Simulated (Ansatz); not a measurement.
# Molecular dynamics of Li₂Fe₃SnO₈

The input (input.yaml):

```yaml
crystal:
  lattice:
    - [5.989001, 0.0, 0.0]
    - [-2.9945, 5.186628, 0.0]
    - [0.0, 0.0, 9.848303]
  atoms:
    - { symbol: Li, position: [0.333333, 0.660448, 0.897629] }
    - { symbol: Li, position: [0.0, 0.0, 0.993404] }
    - { symbol: Li, position: [0.0, 0.0, 0.493404] }
    - { symbol: Li, position: [0.672885, 0.333333, 0.397629] }
    - { symbol: Fe, position: [0.17132, 0.82868, 0.213373], spin: 2.5 }
    - { symbol: Fe, position: [0.17132, 0.342639, 0.213373], spin: 2.5 }
    - { symbol: Fe, position: [0.657361, 0.82868, 0.213373], spin: 2.5 }
    - { symbol: Fe, position: [0.342639, 0.17132, 0.713373], spin: 2.5 }
    - { symbol: Fe, position: [0.82868, 0.657361, 0.713373], spin: 2.5 }
    - { symbol: Fe, position: [0.82868, 0.17132, 0.713373], spin: 2.5 }
    - { symbol: Sn, position: [0.333333, 0.666667, 0.48956] }
    - { symbol: Sn, position: [0.666667, 0.333333, 0.98956] }
    - { symbol: O, position: [0.162162, 0.837838, 0.598407] }
    - { symbol: O, position: [0.031375, 0.515687, 0.338638] }
    - { symbol: O, position: [0.333333, 0.666667, 0.107116] }
    - { symbol: O, position: [0.0, 0.0, 0.307712] }
    - { symbol: O, position: [0.0, 0.0, 0.807712] }
    - { symbol: O, position: [0.162162, 0.324323, 0.598407] }
    - { symbol: O, position: [0.484313, 0.968625, 0.338638] }
    - { symbol: O, position: [0.484313, 0.515687, 0.338638] }
    - { symbol: O, position: [0.324323, 0.162162, 0.098407] }
    - { symbol: O, position: [0.675677, 0.837838, 0.598407] }
    - { symbol: O, position: [0.515687, 0.484313, 0.838638] }
    - { symbol: O, position: [0.515687, 0.031375, 0.838638] }
    - { symbol: O, position: [0.666667, 0.333333, 0.607116] }
    - { symbol: O, position: [0.837838, 0.675677, 0.098407] }
    - { symbol: O, position: [0.968625, 0.484313, 0.838638] }
    - { symbol: O, position: [0.837838, 0.162162, 0.098407] }
magnetization:
  spin_polarized: true
basis:
  ecutwfc: 420.0
kpoints:
  mp_grid: { grid: [2, 2, 1] }
hamiltonian:
  xc: pbesol
scf:
  occupations: { method: fermi_dirac, width: 0.05 }
  lower_state_search: "off"
md:
  timestep: 1
  n_steps: 20
  ensemble: nvt_langevin
  temperature: 900.0
  initial_velocities: maxwell_boltzmann
  seed: 592464
  friction: 0.02
```

Command:

```bash
$ ansatz run input.yaml --threads 2 --pin off --max-ram 5120MiB --backend cpu --events-out ev --progress --plain --runs-dir out
```

It starts from an unrelaxed structure (largest force component 1.54 eV/Å).

Output, in part (step lines):

```
md step     0: t =     0.00 fs  T =   867.9 K  F+E_penalty+E_count = -48378.40207180 eV  E_kin = 3.141018 eV  (53 SCF iters)
md step     1: t =     1.00 fs  T =   827.3 K  F+E_penalty+E_count = -48378.32744233 eV  E_kin = 2.994296 eV  (31 SCF iters)
md step     2: t =     2.00 fs  T =   867.3 K  F+E_penalty+E_count = -48378.24320771 eV  E_kin = 3.139049 eV  (33 SCF iters)
md step     3: t =     3.00 fs  T =   851.9 K  F+E_penalty+E_count = -48378.15048505 eV  E_kin = 3.083436 eV  (34 SCF iters)
md step     4: t =     4.00 fs  T =   802.4 K  F+E_penalty+E_count = -48378.05942356 eV  E_kin = 2.904236 eV  (40 SCF iters)
md step     5: t =     5.00 fs  T =   828.5 K  F+E_penalty+E_count = -48377.97432889 eV  E_kin = 2.998393 eV  (41 SCF iters)
md step     6: t =     6.00 fs  T =   771.4 K  F+E_penalty+E_count = -48377.88883772 eV  E_kin = 2.791825 eV  (35 SCF iters)
md step     7: t =     7.00 fs  T =   760.5 K  F+E_penalty+E_count = -48377.80270050 eV  E_kin = 2.752533 eV  (38 SCF iters)
md step     8: t =     8.00 fs  T =   703.3 K  F+E_penalty+E_count = -48377.71748632 eV  E_kin = 2.545585 eV  (41 SCF iters)
md step     9: t =     9.00 fs  T =   696.2 K  F+E_penalty+E_count = -48377.63096108 eV  E_kin = 2.519736 eV  (36 SCF iters)
md step    10: t =    10.00 fs  T =   701.5 K  F+E_penalty+E_count = -48377.54036635 eV  E_kin = 2.538976 eV  (41 SCF iters)
md step    11: t =    11.00 fs  T =   657.9 K  F+E_penalty+E_count = -48377.45653193 eV  E_kin = 2.381274 eV  (110 SCF iters)
md step    12: t =    12.00 fs  T =   620.5 K  F+E_penalty+E_count = -48377.36502280 eV  E_kin = 2.245606 eV  (33 SCF iters)
md step    13: t =    13.00 fs  T =   691.3 K  F+E_penalty+E_count = -48377.27211682 eV  E_kin = 2.502090 eV  (33 SCF iters)
md step    14: t =    14.00 fs  T =   611.0 K  F+E_penalty+E_count = -48377.17992598 eV  E_kin = 2.211281 eV  (32 SCF iters)
md step    15: t =    15.00 fs  T =   552.9 K  F+E_penalty+E_count = -48377.09103753 eV  E_kin = 2.001089 eV  (30 SCF iters)
md step    16: t =    16.00 fs  T =   493.6 K  F+E_penalty+E_count = -48377.00725352 eV  E_kin = 1.786474 eV  (31 SCF iters)
md step    17: t =    17.00 fs  T =   530.4 K  F+E_penalty+E_count = -48376.92725923 eV  E_kin = 1.919677 eV  (29 SCF iters)
md step    18: t =    18.00 fs  T =   497.4 K  F+E_penalty+E_count = -48376.85225854 eV  E_kin = 1.800357 eV  (32 SCF iters)
md step    19: t =    19.00 fs  T =   507.9 K  F+E_penalty+E_count = -48376.78713324 eV  E_kin = 1.838128 eV  (34 SCF iters)
md step    20: t =    20.00 fs  T =   557.7 K  F+E_penalty+E_count = -48376.73265710 eV  E_kin = 2.018600 eV  (36 SCF iters)
```

All steps were run. The mean temperature of the second half is 35 % below the set value. A run of 0.02 ps of so small a system gives no equilibrium averages. No Hubbard correction was used and the magnetic state wasn't searched. Limits of this set-up: coarse k mesh.

Mean squared displacements from the first frame to the last, about the centre of mass: Li 0.03 Å², Fe 0.01 Å², Sn 0.00 Å², O 0.03 Å².

Last frame:

```xyz
28
Lattice="5.9890 0.0000 0.0000 -2.9945 5.1866 0.0000 0.0000 0.0000 9.8483" Properties=species:S:1:pos:R:3
Li 0.025 3.339 8.743
Li -0.055 0.228 9.798
Li 0.087 -0.074 4.979
Li 3.116 1.876 3.967
Fe -1.450 4.363 2.097
Fe -0.084 1.741 2.207
Fe 1.387 4.359 2.158
Fe 1.569 0.892 6.959
Fe 2.960 3.511 7.039
Fe 4.466 0.908 7.167
Sn 0.057 3.438 4.758
Sn 2.977 1.715 9.738
O -1.553 4.471 5.968
O -1.238 2.597 3.196
O 0.038 3.541 1.079
O 0.049 -0.016 3.015
O -0.029 -0.078 7.999
O -0.002 1.562 5.825
O -0.259 4.998 3.259
O 1.507 2.882 3.157
O 1.293 0.872 0.880
O 1.555 4.238 5.827
O 1.607 2.320 8.155
O 3.084 0.200 8.493
O 3.010 1.880 5.900
O 3.087 3.607 0.965
O 4.463 2.527 8.146
O 4.649 0.903 1.090
```

The run took 14 min on 2 threads of Intel(R) Xeon(R) Platinum 8488C (Sapphire Rapids), with other jobs on the host, peak memory 1.7 GiB.
